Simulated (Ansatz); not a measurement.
**Molecular dynamics of WC**

input.yaml

```yaml
crystal:
  lattice:
    - [-3.037776, -5.261582, 0.0]
    - [4.556664, -2.630791, 0.0]
    - [0.0, 0.0, 5.930342]
  atoms:
    - { symbol: W, position: [0.74948078, 0.48526586, 0.00349426] }
    - { symbol: C, position: [0.47456677, 0.65363908, 0.23644661] }
    - { symbol: W, position: [0.73965301, 0.53598099, 0.46481616] }
    - { symbol: C, position: [0.48289046, 0.70187545, 0.7081599] }
    - { symbol: W, position: [0.50555254, -0.02947035, -0.05217138] }
    - { symbol: C, position: [0.25633556, 0.13218926, 0.17505607] }
    - { symbol: W, position: [0.50036709, 0.01794002, 0.4153693] }
    - { symbol: C, position: [0.26895394, 0.20175582, 0.71604186] }
    - { symbol: W, position: [0.27589379, 0.48465938, -0.03018049] }
    - { symbol: C, position: [0.00680835, 0.67808416, 0.21743269] }
    - { symbol: W, position: [0.24753961, 0.5254871, 0.47720811] }
    - { symbol: C, position: [0.07577011, 0.67977753, 0.69253123] }
    - { symbol: W, position: [-0.01333556, -0.02464365, -0.05614862] }
    - { symbol: C, position: [0.79042522, 0.21672709, 0.27430032] }
    - { symbol: W, position: [0.0124187, 0.0116702, 0.40542111] }
    - { symbol: C, position: [0.74222098, 0.1743239, 0.68831169] }
basis:
  ecutwfc: 420.0
kpoints:
  mp_grid: { grid: [2, 2, 2] }
hamiltonian:
  xc: pbesol
  pseudopotentials: { kind: paw, azcp: { folder: soft_1 } }
scf:
  occupations: { method: fermi_dirac, width: 0.24 }
  lower_state_search: "off"
md:
  timestep: 1
  n_steps: 190
  ensemble: npt_langevin
  temperature: 1960.0
  initial_velocities: maxwell_boltzmann
  seed: 319250
  friction: 0.02
  pressure: 1.0
  fix_cell: [shape]
```

Run as:

```bash
$ ansatz run input.yaml --threads 1 --pin off --max-ram 3072MiB --backend cpu --events-out ev --progress --plain --runs-dir out
```

It goes on from the last frame of an earlier run, with new velocities.

Output, in part (step lines):

```
md step     0: t =     0.00 fs  T =  1837.5 K  F+E_penalty+E_count = -84027.08276714 eV  E_kin = 3.800244 eV  conserved = -84022.98513005 eV  P_inst = -20.7590 GPa  V = 189.5753 Å³  selection 1  (9 SCF iters)
md step     1: t =     1.00 fs  T =  2050.5 K  F+E_penalty+E_count = -84027.30022551 eV  E_kin = 4.240738 eV  conserved = -84022.98653926 eV  P_inst = -20.9866 GPa  V = 189.5683 Å³  selection 1  (6 SCF iters)
md step     2: t =     2.00 fs  T =  2191.5 K  F+E_penalty+E_count = -84027.54037297 eV  E_kin = 4.532379 eV  conserved = -84022.98825743 eV  P_inst = -21.2939 GPa  V = 189.5386 Å³  selection 1  (7 SCF iters)
md step     3: t =     3.00 fs  T =  2379.8 K  F+E_penalty+E_count = -84027.77315053 eV  E_kin = 4.921715 eV  conserved = -84022.98896123 eV  P_inst = -21.4717 GPa  V = 189.4856 Å³  selection 1  (6 SCF iters)
md step     4: t =     4.00 fs  T =  2205.3 K  F+E_penalty+E_count = -84027.96658963 eV  E_kin = 4.560832 eV  conserved = -84022.98787150 eV  P_inst = -21.8730 GPa  V = 189.3857 Å³  selection 1  (6 SCF iters)
md step     5: t =     5.00 fs  T =  2307.6 K  F+E_penalty+E_count = -84028.14902951 eV  E_kin = 4.772401 eV  conserved = -84022.98869212 eV  P_inst = -21.7675 GPa  V = 189.2129 Å³  selection 1  (5 SCF iters)
md step     6: t =     6.00 fs  T =  2554.8 K  F+E_penalty+E_count = -84028.31621774 eV  E_kin = 5.283735 eV  conserved = -84022.99052852 eV  P_inst = -21.2946 GPa  V = 188.9641 Å³  selection 1  (5 SCF iters)
md step     7: t =     7.00 fs  T =  2720.4 K  F+E_penalty+E_count = -84028.44635012 eV  E_kin = 5.626282 eV  conserved = -84022.98972135 eV  P_inst = -20.6770 GPa  V = 188.6426 Å³  selection 1  (5 SCF iters)
[... lines left out ...]
```

The steps, from the saved trajectory:

```tsv
time (fs)	T (K)	potential energy less start (eV)	conserved less start (meV/atom)	P (GPa)	volume (Å³)
0	1838	0.000	0.00	-20.8	189.6
6	2555	-1.233	-0.34	-21.3	189.0
12	1857	-1.620	0.01	-17.8	186.4
18	1980	-2.713	0.09	-12.6	182.0
24	2983	-4.666	-0.18	-5.5	176.1
30	3365	-5.767	-0.31	3.1	170.7
36	3005	-5.105	-0.16	14.5	166.3
42	2361	-4.501	0.11	24.7	162.5
48	2755	-5.616	-0.08	27.1	160.7
54	2778	-6.202	0.07	24.5	161.1
60	2729	-6.233	0.12	19.6	162.9
66	2120	-6.396	0.09	10.9	165.7
72	2043	-6.176	0.25	5.6	168.2
78	2403	-6.633	0.10	-0.8	170.9
84	2684	-7.062	-0.03	-5.6	172.7
90	2140	-5.861	0.14	-5.9	173.9
96	1284	-4.563	0.31	-5.5	174.9
102	1334	-4.507	0.28	-6.7	175.5
108	1376	-5.124	0.20	-9.2	176.0
114	1663	-5.702	0.10	-9.8	175.8
120	1798	-5.678	0.12	-8.8	175.5
126	1663	-5.054	0.17	-6.4	175.2
132	1766	-4.862	0.26	-3.5	174.0
138	2259	-5.586	0.06	-2.7	173.1
144	2367	-5.975	-0.05	-2.1	172.2
150	1947	-5.463	0.13	0.9	171.0
156	2247	-5.403	0.00	3.2	170.1
162	2642	-5.658	-0.16	7.1	168.5
168	2277	-5.636	0.07	10.8	167.0
174	2431	-6.305	-0.06	12.7	165.6
180	2340	-6.517	-0.06	12.5	165.2
186	1507	-5.844	0.20	10.6	166.2
```

The run went to its last step. The conserved energy stayed within 0.36 meV per atom of its start (net change 0.16 meV per atom), so the integration is sound. A run of 0.19 ps of so small a system gives no equilibrium averages. Limits of this set-up: coarse k mesh, PAW files made for another functional. The cell's volume went from 190 to 167 Å³.

Mean squared displacements from the first frame to the last, about the centre of mass, the cell's change included: W 0.08 Å², C 0.17 Å².

Last frame:

```xyz
16
Lattice="-2.9139 -5.0470 0.0000 4.3709 -2.5235 0.0000 0.0000 0.0000 5.6885" Properties=species:S:1:pos:R:3
W 0.193 -5.167 -0.175
C 1.562 -4.349 1.229
W 0.142 -5.009 2.497
C 1.639 -4.238 4.140
W -1.322 -2.678 -0.217
C -0.071 -1.807 1.090
W -1.207 -2.614 2.814
C 0.317 -1.778 3.945
W 1.637 -2.664 -0.130
C 2.795 -1.635 1.209
W 1.633 -2.579 2.606
C 3.218 -1.557 3.965
W 0.144 -0.124 -0.438
C -1.486 -4.130 1.405
W 0.035 -0.114 2.510
C -1.231 -4.255 3.842
```

Run time: 20 min on 1 thread of Arm Neoverse V1 (shared host), peak memory 0.61 GiB.
